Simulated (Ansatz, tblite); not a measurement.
**Si32H38 off sphere (Si₃₂H₃₈): a ladder of methods and basis sets**

How do method and basis change the picture of Si32H38 off sphere (Si₃₂H₃₈) (singlet)?

Program: Ansatz 0.2.0, Gaussian basis. Level of theory: as each input shows. These are calculated values, not measurements.

The runs, in order: GFN1-xTB, GFN2-xTB, PBE-D4/def2-TZVP, r2SCAN-D4/def2-TZVP, B3LYP-D4/def2-TZVP, PBE-D4/def2-SVP, PBE0-D4/def2-SVP, HF/STO-3G, HF/6-31G, B3LYP-D4/6-31G, MP2/def2-SVP.

1 further run of the same task is left out (set aside as unsound or not needed).

## 1. The relaxed structure

The geometry is that of the singlet, from an earlier relaxation (PBE-D4/def2-SVP).

70 atoms, charge 0, spin multiplicity 1.

Bond lengths: Si1–Si2 2.353 Å, Si1–Si7 2.352 Å, Si1–H33 1.510 Å, Si1–H34 1.509 Å, Si2–Si4 2.350 Å, Si2–H35 1.509 Å, Si2–H36 1.509 Å, Si3–Si4 2.365 Å, Si3–Si10 2.353 Å, Si3–H37 1.510 Å, Si3–H38 1.510 Å, Si4–Si5 2.350 Å, Si4–Si12 2.349 Å, Si5–Si6 2.353 Å, Si5–H39 1.509 Å, Si5–H40 1.509 Å, Si6–Si17 2.352 Å, Si6–H41 1.509 Å and more. Angles: Si2–Si1–Si7 108.2°, Si2–Si1–H33 110.9°, Si2–Si1–H34 109.0°, Si7–Si1–H33 110.4°, Si7–Si1–H34 110.1°, H33–Si1–H34 108.3°, Si1–Si2–Si4 109.2°, Si1–Si2–H35 110.9°, Si1–Si2–H36 109.6°, Si4–Si2–H35 109.6°, Si4–Si2–H36 109.4°, H35–Si2–H36 108.2°, Si4–Si3–Si10 109.6°, Si4–Si3–H37 109.6°, Si4–Si3–H38 109.7°, Si10–Si3–H37 110.0°, Si10–Si3–H38 110.1°, H37–Si3–H38 107.9° and more.

PBE0-D4/def2-TZVP was run before; its log isn't repeated, and its numbers join the tables.

## 2. GFN1-xTB

Tight binding, by tblite at 300 K electronic temperature and without a spin-polarisation term:

```python
tblite.interface.Calculator('GFN1-xTB', numbers, positions, charge=0, uhf=0).singlepoint()
```

Energy -2159.7487 eV, HOMO -11.19 eV, LUMO -8.79 eV; 1 s.

## 3. GFN2-xTB

Tight binding, by tblite at 300 K electronic temperature and without a spin-polarisation term:

```python
tblite.interface.Calculator('GFN2-xTB', numbers, positions, charge=0, uhf=0).singlepoint()
```

Energy -2017.8272 eV, HOMO -8.66 eV, LUMO -6.03 eV; 2.1 s.

## 4. PBE-D4/def2-TZVP

start.molden holds the orbitals of an earlier run on this state, given as this run's starting guess.

The input, in.yaml:

```yaml
crystal:
  periodic: [false, false, false]
  atoms:
    - {symbol: Si, position_ang: [-1.314657, -4.859597, -0.524300]}
    - {symbol: Si, position_ang: [-3.211305, -3.760030, 0.330007]}
    - {symbol: Si, position_ang: [-3.275964, -1.572396, -2.840172]}
    - {symbol: Si, position_ang: [-3.252296, -1.552425, -0.475755]}
    - {symbol: Si, position_ang: [-5.151111, -0.424885, 0.327738]}
    - {symbol: Si, position_ang: [-5.154605, 1.769768, -0.520122]}
    - {symbol: Si, position_ang: [0.598344, -3.755888, 0.284059]}
    - {symbol: Si, position_ang: [0.585770, -3.792071, 2.650717]}
    - {symbol: Si, position_ang: [0.562326, -1.558241, -2.860758]}
    - {symbol: Si, position_ang: [-1.365033, -0.470596, -3.658796]}
    - {symbol: Si, position_ang: [0.567800, -1.540492, -0.498005]}
    - {symbol: Si, position_ang: [-1.339375, -0.443588, 0.317057]}
    - {symbol: Si, position_ang: [0.551583, -1.588983, 3.477642]}
    - {symbol: Si, position_ang: [-1.355374, -0.465619, 2.679989]}
    - {symbol: Si, position_ang: [-1.349722, 1.745313, -2.866542]}
    - {symbol: Si, position_ang: [-1.335365, 1.757673, -0.502417]}
    - {symbol: Si, position_ang: [-3.244541, 2.873226, 0.296105]}
    - {symbol: Si, position_ang: [-1.366798, 1.746005, 3.480920]}
    - {symbol: Si, position_ang: [-3.272094, 2.861207, 2.664277]}
    - {symbol: Si, position_ang: [4.402605, -1.572294, -2.819170]}
    - {symbol: Si, position_ang: [2.493694, -0.475249, -3.654255]}
    - {symbol: Si, position_ang: [4.377258, -1.545759, -0.451237]}
    - {symbol: Si, position_ang: [2.462171, -0.433495, 0.330130]}
    - {symbol: Si, position_ang: [2.458940, -0.454533, 2.694458]}
    - {symbol: Si, position_ang: [2.475537, 1.743679, -2.871573]}
    - {symbol: Si, position_ang: [0.562331, 2.858699, -3.671232]}
    - {symbol: Si, position_ang: [2.477548, 1.759325, -0.506781]}
    - {symbol: Si, position_ang: [0.572263, 2.855700, 0.319528]}
    - {symbol: Si, position_ang: [2.492869, 1.757668, 3.490376]}
    - {symbol: Si, position_ang: [0.562748, 2.838455, 2.687487]}
    - {symbol: Si, position_ang: [4.405713, 2.833488, 0.296083]}
    - {symbol: Si, position_ang: [4.415409, 2.840409, 2.665755]}
    - {symbol: H, position_ang: [-1.299756, -6.310272, -0.107202]}
    - {symbol: H, position_ang: [-1.349125, -4.800998, -2.031526]}
    - {symbol: H, position_ang: [-4.476868, -4.473196, -0.079362]}
    - {symbol: H, position_ang: [-3.148624, -3.741128, 1.837419]}
    - {symbol: H, position_ang: [-3.299488, -2.998817, -3.333526]}
    - {symbol: H, position_ang: [-4.524141, -0.887390, -3.341714]}
    - {symbol: H, position_ang: [-6.398754, -1.165728, -0.087344]}
    - {symbol: H, position_ang: [-5.106366, -0.386337, 1.835334]}
    - {symbol: H, position_ang: [-5.112027, 1.714074, -2.027341]}
    - {symbol: H, position_ang: [-6.406398, 2.506003, -0.108479]}
    - {symbol: H, position_ang: [1.850027, -4.429199, -0.229047]}
    - {symbol: H, position_ang: [-0.625990, -4.546254, 3.142382]}
    - {symbol: H, position_ang: [1.816048, -4.507742, 3.151765]}
    - {symbol: H, position_ang: [0.561611, -2.995022, -3.330704]}
    - {symbol: H, position_ang: [-1.351802, -0.465877, -5.170241]}
    - {symbol: H, position_ang: [0.540662, -1.577923, 4.988787]}
    - {symbol: H, position_ang: [-2.598436, -1.181410, 3.155788]}
    - {symbol: H, position_ang: [-2.597534, 2.450738, -3.346377]}
    - {symbol: H, position_ang: [-3.208948, 4.300628, -0.198690]}
    - {symbol: H, position_ang: [-1.353893, 1.732912, 4.991897]}
    - {symbol: H, position_ang: [-4.521341, 2.172076, 3.157280]}
    - {symbol: H, position_ang: [-3.292838, 4.282043, 3.172049]}
    - {symbol: H, position_ang: [4.422779, -2.998071, -3.312448]}
    - {symbol: H, position_ang: [5.646043, -0.882859, -3.324459]}
    - {symbol: H, position_ang: [2.489782, -0.480599, -5.165430]}
    - {symbol: H, position_ang: [4.382827, -2.957465, 0.080843]}
    - {symbol: H, position_ang: [5.608606, -0.848344, 0.072049]}
    - {symbol: H, position_ang: [3.700507, -1.180546, 3.161252]}
    - {symbol: H, position_ang: [3.722789, 2.448459, -3.354587]}
    - {symbol: H, position_ang: [0.558331, 2.858843, -5.180361]}
    - {symbol: H, position_ang: [0.564390, 4.290594, -3.194743]}
    - {symbol: H, position_ang: [0.565924, 4.289269, -0.159144]}
    - {symbol: H, position_ang: [2.479628, 1.755865, 5.001118]}
    - {symbol: H, position_ang: [0.553366, 4.272160, 3.165902]}
    - {symbol: H, position_ang: [5.629483, 2.118896, -0.222019]}
    - {symbol: H, position_ang: [4.441632, 4.251031, -0.219382]}
    - {symbol: H, position_ang: [5.648782, 2.133848, 3.172144]}
    - {symbol: H, position_ang: [4.452408, 4.263282, 3.166912]}
basis:
  gaussian: {orbitals: def2-TZVP, fitting: {mean_field: def2-universal-jkfit}, initial_orbitals: start.molden}
hamiltonian: {xc: pbe, dispersion: d4}
scf: {omitted_lower_state_checks: [starts]}
output: {orbitals: {seedname: orbitals}}
```

Started as:

```sh
$ ansatz run in.yaml --threads 11 --pin off --events-out ev --progress --plain --max-ram 110592MiB --backend cuda --devices 0, --max-vram 75GiB
```

After this run come: r2SCAN-D4/def2-TZVP; B3LYP-D4/def2-TZVP; PBE-D4/def2-SVP; PBE0-D4/def2-SVP; HF/STO-3G; HF/6-31G; B3LYP-D4/6-31G; MP2/def2-SVP.

Q: Predict the results of all the runs planned. Wanted: gap in def2-TZVP, named functionals, smallest and largest; correlation energy, MP2/def2-SVP; binding an atom, functionals in def2-TZVP; PBE0 total energy, smallest basis above largest.

**Answer**, as computed:

```
                                                 quantity                                   value
gap in def2-TZVP, named functionals, smallest and largest     3.23 eV (PBE-D4), 4.76 eV (PBE0-D4)
                         correlation energy, MP2/def2-SVP                               -84.96 eV
                binding an atom, functionals in def2-TZVP  3.34 (B3LYP-D4) to 3.38 eV (r2SCAN-D4)
          PBE0 total energy, smallest basis above largest          85.50 eV (def2-SVP, def2-TZVP)
```

Orbital gaps of the named functionals in def2-TZVP span 3.23 eV (PBE-D4) to 4.76 eV (PBE0-D4); exact exchange widens it.
